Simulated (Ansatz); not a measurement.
# CH4B2BrF: the cost of one run

Program: the Python package of Ansatz 0.2.0. The levels of theory stand in the script. These are calculated values, not measurements.

## Step 1: The structure

Bond lengths: C1–B2 1.561 Å, B2–B3 1.637 Å, B3–F4 1.432 Å, B3–Br5 2.028 Å, C1–H6 1.110 Å, C1–H7 1.075 Å, C1–H8 1.161 Å, B2–H9 1.139 Å. Angles: C1–B2–B3 120.2°, C1–B2–H9 120.9°, B3–B2–H9 118.9°, B2–C1–H6 110.4°, B2–C1–H7 112.3°, B2–C1–H8 105.8°, H6–C1–H7 113.3°, H6–C1–H8 105.3°, H7–C1–H8 109.2°, B2–B3–F4 124.3°, B2–B3–Br5 119.6°, F4–B3–Br5 116.0°.

The script holds or builds the structure itself.

## Step 2: The code

Contents of ch4b2brf_methods.py:

```python
"""CH4B2BrF at several levels of theory."""

from pathlib import Path

import ansatz as az
import numpy as np

GEOMETRY = """
C    -1.14420   -0.68420    0.04740
B     0.19240   -0.14900   -0.55570
B     1.16830    0.81930    0.33310
F     0.89290    1.22820    1.67790
Br    2.94790    1.42120   -0.43210
H    -1.71350   -1.25250   -0.71690
H    -0.99010   -1.23440    0.95810
H    -1.78820    0.25500    0.27390
H     0.52300   -0.44990   -1.60300
"""

molecule = az.Crystal.molecule()
for line in GEOMETRY.strip().splitlines():
    symbol, *xyz = line.split()
    molecule = molecule.atom(symbol, [float(v) for v in xyz])

calc = molecule.calculation().basis(gaussian="def2-SVP")

print("functional    E (Ha)        dipole (D)   HOMO (eV)  LUMO (eV)")
for name in ["lc_wpbe", "r2scan0", "blyp", "pbe0"]:
    rep = calc.functional(name).forces().orbitals().run(runs_dir="runs").report
    lines = Path(rep["orbitals_path"]).read_text().splitlines()
    field_of = lambda key: [line.split("=")[1].strip() for line in lines if line.startswith(key)]
    orbitals = [(27.211386 * float(e), s, float(n)) for e, s, n in zip(field_of("Ene="), field_of("Spin="), field_of("Occup="))]
    homo = max(e for e, _, n in orbitals if n > 0.5)
    lumo = min(e for e, _, n in orbitals if n < 0.5)
    dipole = 4.803205 * np.linalg.norm(rep["charge_distribution"]["dipole_moment_e_ang"])
    print(f"{name:10s} {rep['free_energy_ev'] / 27.211386246:14.6f} {dipole:9.3f} {homo:11.3f} {lumo:10.3f}")
```

## Step 3: The calls as engine input

The engine receives this input (first run):

```yaml
crystal:
  periodic: [false, false, false]
  atoms:
    - { symbol: C, position_ang: [-1.1442, -0.6842, 0.0474] }
    - { symbol: B, position_ang: [0.1924, -0.149, -0.5557] }
    - { symbol: B, position_ang: [1.1683, 0.8193, 0.3331] }
    - { symbol: F, position_ang: [0.8929, 1.2282, 1.6779] }
    - { symbol: Br, position_ang: [2.9479, 1.4212, -0.4321] }
    - { symbol: H, position_ang: [-1.7135, -1.2525, -0.7169] }
    - { symbol: H, position_ang: [-0.9901, -1.2344, 0.9581] }
    - { symbol: H, position_ang: [-1.7882, 0.255, 0.2739] }
    - { symbol: H, position_ang: [0.523, -0.4499, -1.603] }
basis:
  gaussian:
    orbitals: def2-SVP
hamiltonian:
  xc: lc_wpbe
output:
  orbitals: {}
  forces: true
```

## Step 4: Launch

The run is started by

```console
$ python ch4b2brf_methods.py
```

What time and memory should one allow on 1 thread of Arm Neoverse V1, shared host?

About 26 s, with a peak of 0.32 GiB.
